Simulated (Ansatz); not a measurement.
**TaBi (zincblende): equation of state**

How stiff is TaBi (zincblende)? Energies and pressures are computed at volumes on both sides of the relaxed cell and fitted. The start comes from a prototype table, not from a measured structure.

Program: Ansatz 0.2.0. Level of theory: DFT PBE, scalar-relativistic, plane waves, PAW. These are calculated values, not measurements.

1 further run of the same task is left out (it didn't finish). Runs told in other sessions of the task aren't counted.

## (1) The structure to begin with

It takes space group F-43m (No. 216, cubic). The conventional cell has a = 6.461 Å, b = 6.461 Å, c = 6.461 Å, α = 90.00°, β = 90.00°, γ = 90.00°. Around Ta (site symmetry -43m) lie 4 Bi at 2.80 Å. Bi (site symmetry -43m) has 4 Ta at 2.80 Å in its first shell of neighbours.

Structure file:

```
Ta Bi
1.0
     0.00000    3.23048    3.23048
     3.23048    0.00000    3.23048
     3.23048    3.23048    0.00000
Ta Bi
1 1
Direct
  0.00000 0.00000 0.00000
  0.25000 0.25000 0.25000
```

This cell comes from an earlier session at PBE: 33.713 Å³/atom at -0.02 GPa, on a 10×10×10 mesh.

Volume factors to run: 0.980, 1.020, 0.960, 1.040, 1.070, 1.100, 0.945.

## (2) Volume × 0.980

Contents of input.yaml:

```yaml
crystal:
  lattice:
    - [0.0, 3.2088007285, 3.2088007285]
    - [3.2088007285, 0.0, 3.2088007285]
    - [3.2088007285, 3.2088007285, 0.0]
  atoms:
    - { symbol: Ta, position: [0.0, 0.0, 0.0] }
    - { symbol: Bi, position: [0.25, 0.25, 0.25] }
basis:
  ecutwfc: 420
  ecutrho_ratio: 4
kpoints:
  mp_grid: { grid: [10, 10, 10] }
hamiltonian:
  xc: pbe
scf:
  occupations: { method: gaussian, width: 0.05 }
output:
  forces: true
  stress: true
  eigenvalues: true
```

Launch:

```bash
ansatz run input.yaml --threads 2 --pin off --max-ram 2662MiB --backend cpu --events-out ev --progress --plain --runs-dir out
```

Further steps of the session: Volume × 1.020; Scaling the volume by 0.960; Volume × 1.040; Volume × 1.070; Volume × 1.100; Scaling the volume by 0.945.

**Question.** What will these runs give? Wanted: V0; B0; B0′; scatter of the fit.

The runs gave:

| quantity | value |
| --- | --- |
| V0 | 33.697 Å³/atom |
| B0 | 62 GPa |
| B0′ | 4.4 |
| scatter of the fit | 0.003 meV/atom |

In words: The fitted minimum lies at 33.70 Å³/atom, and the bulk modulus is 62 GPa. One per cent of compression takes about 0.62 GPa. These are values at 0 K without zero-point motion. Spin–orbit coupling is left out, though the cell holds Bi; in elements this heavy it can shift levels and gaps by tenths of an eV.
